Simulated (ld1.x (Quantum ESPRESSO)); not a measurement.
# How the radius of the p waves shapes a TM potential for In

One potential is built and tested. Then the radius of the p waves is changed, to learn what it costs or gains.

Method: ld1.x (Quantum ESPRESSO) 7.5, PBE, scalar-relativistic.

**1. Settings**

The settings as typed:

```json
{
  "element": "indium (In, Z = 49)",
  "type": "norm-conserving Troullier–Martins (Kleinman–Bylander form)",
  "frozen core": "[Kr] 4d10",
  "valence charge": "3",
  "reference configuration": "5s1.5 5p1.5",
  "partial waves": "5p (bound): rc 2.68 bohr; 5s (bound): rc 2.00 bohr",
  "local potential": "the s channel",
  "core correction": "Bessel-smoothed model core inside 1.15 bohr"
}
```

**2. Generation of the first potential**

In.in

```
 &input
   title='In', zed=49., rel=1, dft='PBE', iswitch=3,
   config='[Kr] 4d10 5s1.5 5p1.5',
   nld=2, rlderiv=2.90, eminld=-3.0, emaxld=5.0, deld=0.02
 /
 &inputp
   pseudotype=2, tm=.true., lloc=0,
   nlcc=.true., new_core_ps=.true., rcore=1.15,
   file_pseudopw='In.UPF', file_wfcaegen='ae.wfc', file_wfcncgen='nc.wfc', file_beta='beta', file_chi='chi'
 /
2
5P  2  1   1.50   0.00  2.68  2.68  0.0
5S  1  0   1.50   0.00  2.00  2.00  0.0
 &test
   configts(1)='5s1.5 5p1.5'
 /
```

Command:

```
$ ld1.x < In.in > In.out
```

Output in In.out (without the banner and most projector matrices):

```text
     Program LD1 v.7.5
     --------------------------- All-electron run ----------------------------

     In
     scalar relativistic calculation

     atomic number is 49.00
     dft =PBE   lsd =0 sic =0 latt =0  beta=0.20 tr2=1.0E-14
     Exchange-correlation= PBE
                           (   1   4   3   4   0   0   0)
     mesh =1241 r(mesh) = 100.30140 a.u. xmin = -7.00 dx = 0.01250
     1 Ry =  13.60569312 eV, c = 137.03599908

     n l     nl                  e(Ry)          e(Ha)          e(eV)
     1 0     1S 1( 2.00)     -2039.9735     -1019.9867    -27755.2532
     2 0     2S 1( 2.00)      -305.4957      -152.7478     -4156.4802
     2 1     2P 1( 6.00)      -274.1994      -137.0997     -3730.6726
     3 0     3S 1( 2.00)       -58.0214       -29.0107      -789.4211
     3 1     3P 1( 6.00)       -47.7732       -23.8866      -649.9879
     4 0     4S 1( 2.00)        -8.8583        -4.4291      -120.5230
     4 1     4P 1( 6.00)        -5.8059        -2.9030       -78.9937
     3 2     3D 1(10.00)       -31.8663       -15.9332      -433.5632
     4 2     4D 1(10.00)        -1.4299        -0.7150       -19.4553
     5 0     5S 1( 1.50)        -0.6413        -0.3206        -8.7253
     5 1     5P 1( 1.50)        -0.2118        -0.1059        -2.8813

     final scf error:  1.1E-15 reached in  27 iterations

     Etot =  -11763.066080 Ry,   -5881.533040 Ha, -160044.667275 eV

     Ekin =   12260.863103 Ry,    6130.431552 Ha,  166817.540807 eV
     Encl =  -28439.648728 Ry,  -14219.824364 Ha, -386941.133120 eV
     Eh   =    4734.652367 Ry,    2367.326184 Ha,   64418.227155 eV
     Exc  =    -318.932823 Ry,    -159.466412 Ha,   -4339.302118 eV

     normalization and overlap integrals

     s(1S/1S) =  1.000000  <r> =   0.0297  <r2> =    0.0012  r(max) =   0.0192
     s(2S/2S) =  1.000000  <r> =   0.1285  <r2> =    0.0195  r(max) =   0.1090
     s(2P/2P) =  1.000000  <r> =   0.1122  <r2> =    0.0154  r(max) =   0.0870
     s(3S/3S) =  1.000000  <r> =   0.3486  <r2> =    0.1390  r(max) =   0.3153
     s(3P/3P) =  1.000000  <r> =   0.3471  <r2> =    0.1399  r(max) =   0.3075
     s(4S/4S) =  1.000000  <r> =   0.8480  <r2> =    0.8143  r(max) =   0.7658
     s(4P/4P) =  1.000000  <r> =   0.9217  <r2> =    0.9722  r(max) =   0.8152
     s(3D/3D) =  1.000000  <r> =   0.3244  <r2> =    0.1250  r(max) =   0.2581
     s(4D/4D) =  1.000000  <r> =   1.1798  <r2> =    1.6722  r(max) =   0.9354
     s(5S/5S) =  1.000000  <r> =   2.5835  <r2> =    7.6639  r(max) =   2.1344
     s(5P/5P) =  1.000000  <r> =   3.6335  <r2> =   15.6026  r(max) =   2.8100

     ------------------------ End of All-electron run ------------------------

     --------------------- Generating NC pseudopotential ---------------------

      Generating local pot.: lloc=0, matching radius rcloc =   2.0000

      Computing core charge for nlcc:

       r > 1.16 : true rho core
      Core charge pseudized with two Bessel functions
      Integrated core pseudo-charge :  24.42

      Wfc   5P  rcut= 2.673  Using Troullier-Martins method

     ------------------- End of pseudopotential generation -------------------

     [... the all-electron block is printed once more ...]


     Computing logarithmic derivative in   2.89924
     Computing logarithmic derivative in   2.89924
     Computing the partial wave expansion
       no projector for channel:   0
     R is outside the sphere for l=    1 j= 0.00

     ---------------------- Testing the pseudopotential ----------------------

     In
     scalar relativistic calculation

     atomic number is 49.00   valence charge is  3.00
     dft =PBE   lsd =0 sic =0 latt =0  beta=0.20 tr2=1.0E-14
     mesh =1241 r(mesh) = 100.30140 xmin = -7.00 dx = 0.01250

     n l     nl             e AE (Ry)        e PS (Ry)    De AE-PS (Ry)
     1 0     5S   1( 1.50)       -0.64130       -0.64130        0.00000
     2 1     5P   1( 1.50)       -0.21177       -0.21177        0.00000

     eps = 8.4E-15  iter = 14

     Etot =  -11763.066080 Ry,   -5881.533040 Ha, -160044.667275 eV
     Etotps =   -56.277137 Ry,     -28.138569 Ha,    -765.689456 eV

     Ekin =       1.297687 Ry,       0.648844 Ha,      17.655932 eV
     Encl =      -6.067779 Ry,      -3.033889 Ha,     -82.556338 eV
     Ehrt =       2.637112 Ry,       1.318556 Ha,      35.879732 eV
     Ecxc =     -54.212296 Ry,     -27.106148 Ha,    -737.595864 eV
     (Ecc =     -52.551917 Ry,     -26.275958 Ha,    -715.005250 eV)
     Epseu=       0.068139 Ry,       0.034070 Ha,       0.927082 eV

     ---------------------- End of pseudopotential test ----------------------
```

Run time: 1.4 s. Hardware: 1 thread, shared host. (Generation and the later configuration tests together.)

Partial waves on a coarse radial grid (AE all-electron, PS pseudo):

```
r (bohr)    5p AE   5p PS
   0.134   0.0047  0.0022
   0.268   0.1387  0.0087
   0.402   0.0060  0.0197
   0.536  -0.1509  0.0354
   0.670  -0.2232  0.0559
   0.804  -0.2105  0.0816
   0.938  -0.1430  0.1125
   1.072  -0.0495  0.1488
   1.206   0.0508  0.1901
   1.340   0.1470  0.2356
   1.474   0.2338  0.2842
   1.608   0.3091  0.3338
   1.742   0.3726  0.3823
   1.876   0.4248  0.4273
   2.010   0.4668  0.4666
   2.144   0.4996  0.4990
   2.278   0.5243  0.5240
   2.412   0.5420  0.5420
   2.546   0.5538  0.5538
   2.680   0.5602  0.5602
   2.814   0.5623  0.5623
   2.948   0.5606  0.5606
   3.082   0.5557  0.5557
   3.216   0.5481  0.5481
   3.350   0.5384  0.5384
   3.484   0.5268  0.5268
```

**3. Transferability test**

In.test.in

```
 &input
   title='In', zed=49., rel=1, dft='PBE', iswitch=2,
   config='[Kr] 4d10 5s1.5 5p1.5'
 /
 &test
   file_pseudo='In.UPF', nconf=8,
   configts(1)='5s1.5 5p1.5',
   configts(2)='5s2 5p1',
   configts(3)='5s2 5p0',
   configts(4)='5s1 5p0',
   configts(5)='5s2 5p1.3',
   configts(6)='5s1 5p2',
   configts(7)='5s0 5p3',
   configts(8)='5s1 5p1'
 /
```

Command:

```
$ ld1.x < In.test.in > In.test.out
```

In.test.out, the pseudopotential blocks:

```text
     ---------------------- Testing the pseudopotential ----------------------

     In
     scalar relativistic calculation

     atomic number is 49.00   valence charge is  3.00
     dft =PBE   lsd =0 sic =0 latt =0  beta=0.20 tr2=1.0E-14
     mesh =1241 r(mesh) = 100.30140 xmin = -7.00 dx = 0.01250

     n l     nl             e AE (Ry)        e PS (Ry)    De AE-PS (Ry)
     1 0     5S   1( 1.50)       -0.64130       -0.64130        0.00000
     2 1     5P   1( 1.50)       -0.21177       -0.21177        0.00000

     eps = 8.2E-15  iter = 14

     Etot =  -11763.066080 Ry,   -5881.533040 Ha, -160044.667275 eV
     Etotps =   -56.277137 Ry,     -28.138569 Ha,    -765.689456 eV

     Ekin =       1.297687 Ry,       0.648844 Ha,      17.655932 eV
     Encl =      -6.067779 Ry,      -3.033889 Ha,     -82.556338 eV
     Ehrt =       2.637112 Ry,       1.318556 Ha,      35.879732 eV
     Ecxc =     -54.212296 Ry,     -27.106148 Ha,    -737.595864 eV
     (Ecc =     -52.551917 Ry,     -26.275958 Ha,    -715.005250 eV)
     Epseu=       0.068139 Ry,       0.034070 Ha,       0.927082 eV

     ---------------------- End of pseudopotential test ----------------------

     ---------------------- Testing the pseudopotential ----------------------

     In
     [...]
     n l     nl             e AE (Ry)        e PS (Ry)    De AE-PS (Ry)
     1 0     5S   1( 2.00)       -0.60349       -0.60153       -0.00197
     2 1     5P   1( 1.00)       -0.18511       -0.18469       -0.00042

     eps = 4.0E-15  iter = 13

     Etot =  -11763.278081 Ry,   -5881.639040 Ha, -160047.551690 eV
     Etotps =   -56.488778 Ry,     -28.244389 Ha,    -768.568977 eV
     dEtot_ae =      -0.212001 Ry
     dEtot_ps =      -0.211641 Ry,   Delta E=      -0.000360 Ry

     [...]
     ---------------------- End of pseudopotential test ----------------------

     ---------------------- Testing the pseudopotential ----------------------

     In
     [...]
     n l     nl             e AE (Ry)        e PS (Ry)    De AE-PS (Ry)
     1 0     5S   1( 2.00)       -1.09694       -1.09858        0.00164
     2 1     5P   1( 0.00)       -0.61969       -0.62113        0.00144

     eps = 9.2E-16  iter =  7

     Etot =  -11762.883901 Ry,   -5881.441951 Ha, -160042.188603 eV
     Etotps =   -56.094426 Ry,     -28.047213 Ha,    -763.203545 eV
     dEtot_ae =       0.182179 Ry
     dEtot_ps =       0.182711 Ry,   Delta E=      -0.000532 Ry

     [...]
     ---------------------- End of pseudopotential test ----------------------

     ---------------------- Testing the pseudopotential ----------------------

     In
     [...]
     n l     nl             e AE (Ry)        e PS (Ry)    De AE-PS (Ry)
     1 0     5S   1( 1.00)       -1.73982       -1.76098        0.02116  !
     2 1     5P   1( 0.00)       -1.19185       -1.20657        0.01472  !

     eps = 4.7E-15  iter =  7

     Etot =  -11761.470178 Ry,   -5880.735089 Ha, -160022.953921 eV
     Etotps =   -54.670097 Ry,     -27.335048 Ha,    -743.824558 eV
     dEtot_ae =       1.595902 Ry
     dEtot_ps =       1.607040 Ry,   Delta E=      -0.011138 Ry

     [...]
     ---------------------- End of pseudopotential test ----------------------

     ---------------------- Testing the pseudopotential ----------------------

     In
     [...]
     n l     nl             e AE (Ry)        e PS (Ry)    De AE-PS (Ry)
     1 0     5S   1( 2.00)       -0.48053       -0.47859       -0.00195
     2 1     5P   1( 1.30)       -0.07809       -0.07785       -0.00023

     eps = 9.1E-15  iter = 12

     Etot =  -11763.317192 Ry,   -5881.658596 Ha, -160048.083822 eV
     Etotps =   -56.527789 Ry,     -28.263895 Ha,    -769.099753 eV
     dEtot_ae =      -0.251112 Ry
     dEtot_ps =      -0.250652 Ry,   Delta E=      -0.000459 Ry

     [...]
     ---------------------- End of pseudopotential test ----------------------

     ---------------------- Testing the pseudopotential ----------------------

     In
     [...]
     n l     nl             e AE (Ry)        e PS (Ry)    De AE-PS (Ry)
     1 0     5S   1( 1.00)       -0.67620       -0.67821        0.00201
     2 1     5P   1( 2.00)       -0.23658       -0.23702        0.00044

     eps = 3.0E-17  iter =  9

     Etot =  -11762.848787 Ry,   -5881.424393 Ha, -160041.710847 eV
     Etotps =   -56.059422 Ry,     -28.029711 Ha,    -762.727288 eV
     dEtot_ae =       0.217293 Ry
     dEtot_ps =       0.217715 Ry,   Delta E=      -0.000422 Ry

     [...]
     ---------------------- End of pseudopotential test ----------------------

     ---------------------- Testing the pseudopotential ----------------------

     In
     [...]
     n l     nl             e AE (Ry)        e PS (Ry)    De AE-PS (Ry)
     1 0     5S   1( 0.00)       -0.73951       -0.74566        0.00615  !
     2 1     5P   1( 3.00)       -0.28182       -0.28324        0.00142

     eps = 1.2E-15  iter =  7

     Etot =  -11762.399986 Ry,   -5881.199993 Ha, -160035.604596 eV
     Etotps =   -55.607421 Ry,     -27.803711 Ha,    -756.577509 eV
     dEtot_ae =       0.666095 Ry
     dEtot_ps =       0.669716 Ry,   Delta E=      -0.003621 Ry

     [...]
     ---------------------- End of pseudopotential test ----------------------

     ---------------------- Testing the pseudopotential ----------------------

     In
     [...]
     n l     nl             e AE (Ry)        e PS (Ry)    De AE-PS (Ry)
     1 0     5S   1( 1.00)       -1.16920       -1.17647        0.00727  !
     2 1     5P   1( 1.00)       -0.67724       -0.68124        0.00400

     eps = 7.2E-15  iter = 10

     Etot =  -11762.399329 Ry,   -5881.199664 Ha, -160035.595654 eV
     Etotps =   -55.608078 Ry,     -27.804039 Ha,    -756.586439 eV
     dEtot_ae =       0.666752 Ry
     dEtot_ps =       0.669059 Ry,   Delta E=      -0.002308 Ry

     [...]
     ---------------------- End of pseudopotential test ----------------------
```

Excitation and ionisation energies from 5s1.5 5p1.5, with the error of the potential.

| valence configuration | charge | ΔE all-electron (eV) | error AE − PS (meV) |
| --- | --- | --- | --- |
| 5s2 5p1 | 0 | -2.884 | -4.9 |
| 5s2 5p0 | +1 | 2.479 | -7.2 |
| 5s1 5p0 | +2 | 21.713 | -152 |
| 5s2 5p1.3 | -0.3 | -3.417 | -6.2 |
| 5s1 5p2 | 0 | 2.956 | -5.7 |
| 5s0 5p3 | 0 | 9.063 | -49 |
| 5s1 5p1 | +1 | 9.072 | -31 |

[end of part 1 of 2]
